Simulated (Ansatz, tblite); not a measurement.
**Si(OH)4 (SiH₄O₄): rung by rung**

The task here is to estimate one member of a computed series from the others.

Program: Ansatz 0.2.0, Gaussian basis. Level of theory: as each input shows. These are calculated values, not measurements.

Levels to be run: GFN1-xTB, GFN2-xTB, PBE-D4/def2-TZVP, r2SCAN-D4/def2-TZVP, r2SCAN0-D4/def2-TZVP, HSE06-D4/def2-TZVP, ωB97X-V/def2-TZVP, B2PLYP/def2-TZVP, CAM-B3LYP-D4/def2-TZVP, r2SCANh-D4/def2-TZVP, LDA/def2-TZVP, PBE-D4/def2-SVP, PBE0-D4/def2-SVP, HF/6-31G, B3LYP-D4/6-31G, CCSD(T)/def2-TZVPP, MP2/def2-TZVP, RPA/def2-TZVP.

## The geometry

The geometry is that of the singlet, from an earlier relaxation (PBE-D4/def2-SVP).

9 atoms, charge 0, spin multiplicity 1.

Bond lengths: Si1–O2 1.666 Å, Si1–O4 1.666 Å, Si1–O6 1.666 Å, Si1–O8 1.666 Å, O2–H3 0.973 Å, O4–H5 0.973 Å, O6–H7 0.973 Å, O8–H9 0.973 Å. Angles: O2–Si1–O4 106.0°, O2–Si1–O6 106.0°, O2–Si1–O8 116.7°, O4–Si1–O6 116.7°, O4–Si1–O8 106.0°, O6–Si1–O8 106.0°, Si1–O2–H3 113.3°, Si1–O4–H5 113.3°, Si1–O6–H7 113.3°, Si1–O8–H9 113.3°.

PBE0-D4/def2-TZVP was run before; its log isn't repeated, and its numbers join the tables.

The first run:

Tight binding, by tblite at 300 K electronic temperature and without a spin-polarisation term:

```python
tblite.interface.Calculator('GFN1-xTB', numbers, positions, charge=0, uhf=0).singlepoint()
```

Tight binding, by tblite at 300 K electronic temperature and without a spin-polarisation term:

```python
tblite.interface.Calculator('GFN2-xTB', numbers, positions, charge=0, uhf=0).singlepoint()
```

start.molden holds the orbitals of an earlier run on this state, given as this run's starting guess.

in.yaml reads:

```yaml
crystal:
  periodic: [false, false, false]
  atoms:
    - {symbol: Si, position_ang: [-0.000052, -0.000015, -0.000048]}
    - {symbol: O, position_ang: [0.009435, 0.092420, 1.662983]}
    - {symbol: H, position_ang: [-0.813482, 0.457758, 2.032792]}
    - {symbol: O, position_ang: [1.598325, -0.041740, -0.466650]}
    - {symbol: H, position_ang: [2.182517, 0.476533, 0.114336]}
    - {symbol: O, position_ang: [-0.898822, 1.299570, -0.526919]}
    - {symbol: H, position_ang: [-1.261126, 1.179280, -1.422259]}
    - {symbol: O, position_ang: [-0.709163, -1.350279, -0.669558]}
    - {symbol: H, position_ang: [-0.107642, -2.113517, -0.724665]}
basis:
  gaussian: {orbitals: def2-TZVP, initial_orbitals: start.molden}
hamiltonian: {xc: pbe, dispersion: d4}
scf: {omitted_lower_state_checks: [starts]}
output: {orbitals: {seedname: orbitals}}
```

Command:

```console
$ ansatz run in.yaml --threads 4 --pin off --events-out ev --progress --plain --max-ram 3916MiB
```

Among the steps run: PBE-D4/def2-TZVP; r2SCAN-D4/def2-TZVP; r2SCAN0-D4/def2-TZVP; HSE06-D4/def2-TZVP; ωB97X-V/def2-TZVP; B2PLYP/def2-TZVP; CAM-B3LYP-D4/def2-TZVP; r2SCANh-D4/def2-TZVP; LDA/def2-TZVP; PBE-D4/def2-SVP; PBE0-D4/def2-SVP; HF/6-31G; B3LYP-D4/6-31G; CCSD(T)/def2-TZVPP; MP2/def2-TZVP; RPA/def2-TZVP.

One of the session's tables, all rows but one given; the rest of the session is left out.

```
                method  binding an atom (eV)
              HF/6-31G                 2.256
          HF/def2-TZVP                 2.954
         HF/def2-TZVPP                 2.973
         LDA/def2-TZVP                 4.981
       PBE-D4/def2-SVP                 4.292
      PBE-D4/def2-TZVP                 4.356
   r2SCAN-D4/def2-TZVP                 4.299
  r2SCANh-D4/def2-TZVP                 4.250
        B3LYP-D4/6-31G                     ?
      PBE0-D4/def2-SVP                 4.153
     PBE0-D4/def2-TZVP                 4.224
  r2SCAN0-D4/def2-TZVP                 4.179
    HSE06-D4/def2-TZVP                 4.229
CAM-B3LYP-D4/def2-TZVP                 4.304
     ωB97X-V/def2-TZVP                 4.294
         MP2/def2-TZVP                 4.302
       CCSD/def2-TZVPP                 4.134
    CCSD(T)/def2-TZVPP                 4.208
```

**Question.** Estimate the row for B3LYP-D4/6-31G.

The run gave: binding an atom (eV): 3.632. In the column «binding an atom (eV)» it lies between HF/def2-TZVPP (2.973) and CCSD/def2-TZVPP (4.134).

Among the levels timed on like hardware and quicker than the yardstick, those that no quicker one beats, quickest first: HF/6-31G (0.2 s, -1.952 eV); B3LYP-D4/6-31G (0.65 s, -0.576 eV); PBE0-D4/def2-SVP (0.75 s, -0.055 eV); PBE0-D4/def2-TZVP (1.6 s, +0.016 eV).

Limits of these values: Free atoms were run apart at each level; binding is atoms less cluster, divided by the number of atoms, without zero-point or spin-orbit terms. CCSD(T)/def2-TZVPP isn't at the basis-set limit; small misses against it rank nothing.
